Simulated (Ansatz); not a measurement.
This script drives Ansatz 0.2.0, Python API.

`run_freq.py`:
```python
'''Harmonic frequencies of CH5OSb at its relaxed geometry.'''

import itertools
import warnings

import ansatz
from ase import Atoms
from ase.data import atomic_numbers, covalent_radii
import numpy as np

config = {
    'basis_set': 'def2-SVP',
    'xc': 'PBE',
}

warnings.simplefilter('ignore', ansatz.DeckWarning)

atoms = Atoms(['C', 'Sb', 'O', 'H', 'H', 'H', 'H', 'H'], positions=[
    (-0.6969, 0.8751, -0.3106),
    (0.8455, 0.0813, 0.8754),
    (0.0904, -1.7889, 0.6228),
    (-0.4219, 1.9781, -0.5932),
    (-1.6895, 0.8938, 0.2387),
    (-0.8664, 0.3371, -1.2499),
    (1.9192, -0.0689, -0.5294),
    (0.9119, -2.3648, 0.8905),
])
molecule = ansatz.Crystal.molecule_from_ase(atoms)

base = molecule.calculation()
base = base.basis(gaussian=config['basis_set'])
base = base.functional(config['xc'])
symbols = [site.symbol for site in molecule.cartesian_sites]
start = np.array([site.position_ang for site in molecule.cartesian_sites], dtype=float)
report = base.relax(force_tolerance=0.003).run().report
end = np.array(report['positions_ang'])

# pairs closer than 1.2 times the sum of covalent radii, before or after
radius = [covalent_radii[atomic_numbers[s]] for s in symbols]
span = lambda where, i, j: np.linalg.norm(where[i] - where[j])
bonded = [(i, j) for i, j in itertools.combinations(range(len(symbols)), 2) if min(span(start, i, j), span(end, i, j)) < 1.2 * (radius[i] + radius[j])]
print('pair        before    after (A)')
for i, j in bonded:
    print(f'{symbols[i]}{i}-{symbols[j]}{j}'.ljust(10), f'{span(start, i, j):8.4f} {span(end, i, j):8.4f}')
for first, second in list(itertools.combinations(bonded, 2)):
    shared = set(first) & set(second)
    if shared and symbols[(j := shared.pop())] != 'H':
        i, k = sorted((set(first) | set(second)) - {j})
        u, v = end[i] - end[j], end[k] - end[j]
        angle = np.degrees(np.arccos(np.clip(u @ v / np.linalg.norm(u) / np.linalg.norm(v), -1, 1)))
        print(f'final angle {symbols[i]}{i}-{symbols[j]}{j}-{symbols[k]}{k}: {angle:.2f} deg')

# frequencies need a stationary point, so they are taken at the relaxed geometry
minimum = ansatz.Crystal.molecule()
for symbol, place in zip(symbols, end):
    minimum = minimum.atom(symbol, place.tolist())
vibrating = (
    minimum.calculation()
    .basis(gaussian=config['basis_set'])
    .functional(config['xc'])
    .phonons(temperatures=(298.15, 498.15, 100))
)
vib = vibrating.run().report['vibrations']
sums = vib['harmonic_sums']
modes = [m['omega_inv_cm'] for m in sums['modes_at_gamma'] if m['rigid_motion'] == 'no']
print('frequencies (1/cm):', ' '.join(f'{w:.0f}' for w in modes))
print('imaginary modes:', sum(w < 0 for w in modes), ' zero-point energy:', round(sums['zero_point_energy_ev'], 4), 'eV')
print('T (K)   F_vib (eV)   S_vib (meV/K)   C_vib (meV/K)')
for row in zip(sums['temperatures_k'], sums['vibrational_free_energy_ev'], vib['entropy_ev_per_k'], vib['heat_capacity_ev_per_k']):
    print(f'{row[0]:6.1f} {row[1]:11.4f} {1000 * row[2]:13.4f} {1000 * row[3]:15.4f}')
```

It is started by `python run_freq.py`. Estimate its wall time and peak memory on 1 thread of Arm Neoverse V1, with other jobs on the host.

It took about 92 s, with a peak of 0.2 GiB, for 2 runs of the engine.

```console
$ python run_freq.py
pair        before    after (A)
C0-Sb1       2.1014   2.1860
C0-H3        1.1714   1.1076
C0-H4        1.1346   1.1065
C0-H5        1.0957   1.1069
Sb1-O2       2.0326   2.0348
Sb1-H6       1.7745   1.7457
O2-H7        1.0384   0.9766
final angle Sb1-C0-H3: 110.22 deg
final angle Sb1-C0-H4: 109.98 deg
final angle Sb1-C0-H5: 107.40 deg
final angle C0-Sb1-O2: 93.61 deg
final angle C0-Sb1-H6: 91.46 deg
final angle H3-C0-H4: 109.59 deg
final angle H3-C0-H5: 109.90 deg
final angle H4-C0-H5: 109.72 deg
final angle O2-Sb1-H6: 94.79 deg
final angle Sb1-O2-H7: 106.29 deg
frequencies (1/cm): 112 119 208 494 555 565 647 720 819 923 1160 1374 1386 1828 2986 3104 3111 3708
imaginary modes: 0  zero-point energy: 1.4766 eV
T (K)   F_vib (eV)   S_vib (meV/K)   C_vib (meV/K)
 298.1      1.4122        0.4859          0.5419
 398.1      1.3546        0.6636          0.6877
 498.1      1.2798        0.8304          0.8014
```

The frequencies are harmonic and unscaled, in a modest basis. def2 sets replace the cores of elements past krypton by effective core potentials.
